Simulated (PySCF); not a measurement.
# C27H29NSi2: the cost of one run

Computed with PySCF 2.14.0 and routines of our own; the level stands in each step. Atoms count from 0.

## 1. The system as given

59 atoms, charge 0, multiplicity 1; geometry from: GFN2-xTB.

## 2. Electronic excitations: TDA B3LYP/6-31G*

The job: settings as JSON, then the geometry in Å.

```
{"job": {"kind": "uv", "basis": "6-31G*", "grid": 1, "kgrid": 0, "vcut": 1.5, "nstates": 5, "ntriplets": 2, "tda": true, "delta": ["ip_vertical"], "pop": false, "xc": "B3LYP"}, "charge": 0, "multiplicity": 1}
C     -0.392539    -1.101808    -2.184228
N     -0.094343    -0.120895    -1.151877
Si    -1.424148     0.617158    -0.282132
C     -1.350243     2.516248    -0.366714
C     -3.046100     0.055834    -1.092514
C     -3.368131     0.461841    -2.384634
C     -4.542096     0.058370    -2.993432
C     -5.426750    -0.762892    -2.314534
C     -5.127374    -1.172665    -1.026883
C     -3.949256    -0.765385    -0.426002
C     -1.362879    -0.005142     1.506806
C     -1.146603    -1.355696     1.769093
C     -1.057794    -1.832919     3.063579
C     -1.188964    -0.961086     4.131541
C     -1.416595     0.382989     3.891643
C     -1.503405     0.851106     2.592570
Si     1.565180     0.421428    -1.040601
C      2.008804     1.529136    -2.529585
C      1.785273     1.357379     0.587702
C      1.725161     0.682178     1.801779
C      1.834883     1.355983     3.004060
C      2.019070     2.727726     3.014418
C      2.112433     3.414532     1.815895
C      1.997637     2.731722     0.618057
C      2.689535    -1.107832    -1.030669
C      2.322459    -2.258203    -0.337611
C      3.141558    -3.372154    -0.308375
C      4.353543    -3.358502    -0.977939
C      4.738191    -2.224319    -1.671761
C      3.912528    -1.114565    -1.694125
H     -1.255238    -1.701645    -1.900326
H     -0.616437    -0.622757    -3.140722
H      0.460755    -1.762374    -2.327308
H     -0.550394     2.902673     0.254473
H     -2.283162     2.959056    -0.033148
H     -1.171773     2.858010    -1.380686
H     -2.684145     1.103494    -2.921243
H     -4.768784     0.384030    -3.998823
H     -6.345255    -1.080156    -2.786690
H     -5.814426    -1.810640    -0.489317
H     -3.726167    -1.088058     0.581171
H     -1.040780    -2.041675     0.940054
H     -0.885087    -2.884915     3.242781
H     -1.115247    -1.328383     5.145316
H     -1.524394     1.068702     4.719953
H     -1.674681     1.902245     2.415594
H      1.958344     0.971619    -3.459825
H      1.319050     2.362967    -2.612554
H      3.011221     1.936437    -2.445939
H      1.584852    -0.387562     1.806043
H      1.773335     0.810397     3.934498
H      2.097114     3.258780     3.952012
H      2.273230     4.483765     1.816570
H      2.070157     3.277315    -0.311160
H      1.374586    -2.278454     0.180242
H      2.836622    -4.254915     0.235969
H      4.995266    -4.227355    -0.958411
H      5.683421    -2.205517    -2.195959
H      4.223752    -0.235794    -2.238656
```

Method: TDA B3LYP/6-31G*, vertical, gas phase, core orbitals frozen in the response, virtual orbitals cut by energy.

Launch:

```console
$ OMP_NUM_THREADS=2 python large_run.py task.json out
```

One launch serves the whole session: the jobs run in the order shown.

**Question.** How long does this first job take on 2 threads of Arm Neoverse N1, shared host, and how much memory does it need?

About 7.2 min, with a peak of 1.7 GiB.
